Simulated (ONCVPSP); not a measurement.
**Gallium: generating and testing an ONCV potential**

Task: generate the file, and judge it by its errors in other configurations, its logarithmic derivatives, its ghosts and its cutoff.

The numbers are computed with ONCVPSP 4.0.1.1 (patched build) (LDA (Perdew-Wang 92), scalar-relativistic, spin-unpolarised reference atom).

## Step 1: Starting point

The settings as typed:

```
element                 : gallium (Ga, Z = 31)
type                    : optimised norm-conserving Vanderbilt (ONCV)
frozen core             : [Ar] 3d10
valence charge          : 3
reference configuration : 4s1.75 4p1.25
partial waves           : 4s: rc 1.70 bohr, ncon 4, nbas 8, qcut 4.3 1/bohr, 2 projectors, debl 3.5 Ha; 4p: rc 2.60 bohr, ncon 3, nbas 7, qcut 3.3 1/bohr, 3 projectors, debl 2.8 Ha; d scattering state at 0.03 Ha: rc 2.20 bohr, ncon 5, nbas 8, qcut 5 1/bohr, 2 projectors, debl 1.5 Ha
local potential         : polynomial inside 1.20 bohr (lpopt 3, dvloc0 0 Ha)
core correction         : not asked for
```

## Step 2: Generating the potential

File Ga.dat:

```
# ATOM AND REFERENCE CONFIGURATION
# atsym  z   nc   nv     iexc    psfile
  Ga 31.00    6    2  -001012      upf
#
#   n    l    f
    1    0    2.00
    2    0    2.00
    2    1    6.00
    3    0    2.00
    3    1    6.00
    3    2   10.00
    4    0    1.75
    4    1    1.25
#
# PSEUDOPOTENTIAL AND OPTIMIZATION
# lmax
    2
#
#   l,   rc,      ep,       ncon, nbas, qcut
    0    1.70    0.00    4    8    4.30
    1    2.60    0.00    3    7    3.30
    2    2.20    0.03    5    8    5.00
#
# LOCAL POTENTIAL
# lloc, lpopt,  rc(5),   dvloc0
    4    3    1.20    0.00
#
# VANDERBILT-KLEINMAN-BYLANDER PROJECTORs
# l, nproj, debl
    0    2    3.50
    1    3    2.80
    2    2    1.50
#
# MODEL CORE CHARGE
# icmod, fcfact, rcfact
    0    0.00    0.00
#
# LOG DERIVATIVE ANALYSIS
# epsh1, epsh2, depsh
   -2.00    5.00    0.02
#
# OUTPUT GRID
# rlmax, drl
    6.00    0.01
#
# TEST CONFIGURATIONS
# ncnf
    4
# nvcnf
#   n    l    f
    2
    4    0    2.00
    4    1    1.00
#
    2
    4    0    2.00
    4    1    0.00
#
    2
    4    0    1.00
    4    1    0.00
#
    2
    4    0    2.00
    4    1    0.50
#
```

Run with:

```
oncvpsp.x < Ga.dat > Ga.out
```

What does the calculation give? Wanted: cutoffs for 1 and 0.1 mHa per electron, occupied waves; bound ghosts; GHOST(+) flags; largest test error; largest phase difference near zero energy, channels read.

**Answer**, as computed:

| quantity | value |
| --- | --- |
| cutoffs for 1 and 0.1 mHa per electron, occupied waves | 7.6 Ha and 10 Ha |
| bound ghosts | d at -11.12 eV |
| GHOST(+) flags | s at 106 eV, p at 228 eV |
| largest test error (AE − PS) | +101 meV, for 4s1 4p0 |
| largest phase difference near zero energy, channels read | 0.185 rad |

In words: It has a bound ghost (d), a state that the atom doesn't have, and that rules the file out. The worst unpolarised test, 4s1 4p0, is off by 101 meV on 25.8 eV; by total energies transferability rates as poor. The potential is soft on the atom at that tolerance: the looser tolerance needs 7.6 Ha. At the looser tolerance the 4s wave is the slowest; 4p needs 2 Ha. Near zero energy the largest phase difference among the channels read is 0.19 rad, in the d channel. The program also flags highly localised states, GHOST(+) (s, p). All of this concerns the isolated atom, not yet a solid.
